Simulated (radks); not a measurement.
# P inside a hard spherical wall

The task here is to estimate one member of a computed series from the others.

Method: non-relativistic Kohn-Sham, LDA (Slater exchange, Perdew-Wang correlation), spin-polarised, spherical densities, point nucleus; open shells are filled with parallel spins first. Code: radks (a radial shooting solver on a logarithmic mesh, Libxc functionals) version 1.

## What is computed

| Property | Result |
| --- | --- |
| element | phosphorus (Z = 15) |
| charge | 0 |
| electrons | 15 |
| configuration | [Ne] 3s2 3p3 |

The outer shells:

P
```
[Ne] core
3s [↑↓]
3p [↑ ][↑ ][↑ ]
```

The first run:

The run's settings:

```text
Z 15
configuration [Ne] 3s2 3p3 4s0 3d0 4p0
relativity non-relativistic
functional lda,pw
spin polarised
nucleus point
```

Among the steps run: The free atom; Wall at 15 bohr; Wall at 12 bohr; Wall at 10 bohr; Wall at 8 bohr; Wall at 7 bohr; Wall at 6 bohr; Wall at 3.5 bohr; Wall at 2.5 bohr; Wall at 2 bohr; Wall at 1.5 bohr.

One table of the session follows, with a row left open; its other results are not shown here.

```
R (bohr)  E − E(free) (eV)  ε(3p) (eV)  ε(4s, empty) (eV)  ε(4p, empty) (eV)  ε(3d, empty) (eV)
    free             0.000      -6.288             -0.399                  -                  -
      15             0.000      -6.288             -0.333              0.699              1.234
      12             0.000      -6.288             -0.177              1.151              1.565
      10             0.002      -6.282              0.148              1.853              1.931
       8             0.027      -6.226              1.128              3.555              2.622
       7                 ?           ?                  ?                  ?                  ?
       6             0.415      -5.722              4.805              8.752              4.412
     3.5            15.552       2.442             38.254             46.286             16.830
     2.5            79.594      23.996             111.56             120.08             40.594
       2            199.58      56.919             213.09             217.02             70.541
     1.5            578.04      146.77             466.74             448.13             139.22
```

**Question.** Estimate the row for R (bohr) = 7.

Worked estimate for «E − E(free) (eV)». A straight line through the neighbours (8, 0.027) and (6, 0.415) gives 0.027 + (0.415 − 0.027) × (7 − 8) / (6 − 8) = 0.221; a parabola fitted to 4 rows on both sides gives -0.621.

**Answer.** E − E(free) (eV): 0.105; ε(3p) (eV): -6.098; ε(4s, empty) (eV): 2.334; ε(4p, empty) (eV): 5.376; ε(3d, empty) (eV): 3.271. In «E − E(free) (eV)» the line misses by +0.116 and the parabola by -0.726.

In words: Eigenvalues are for spin up. Shells are not refilled when levels cross, and a hard wall is a model, not a crystal.
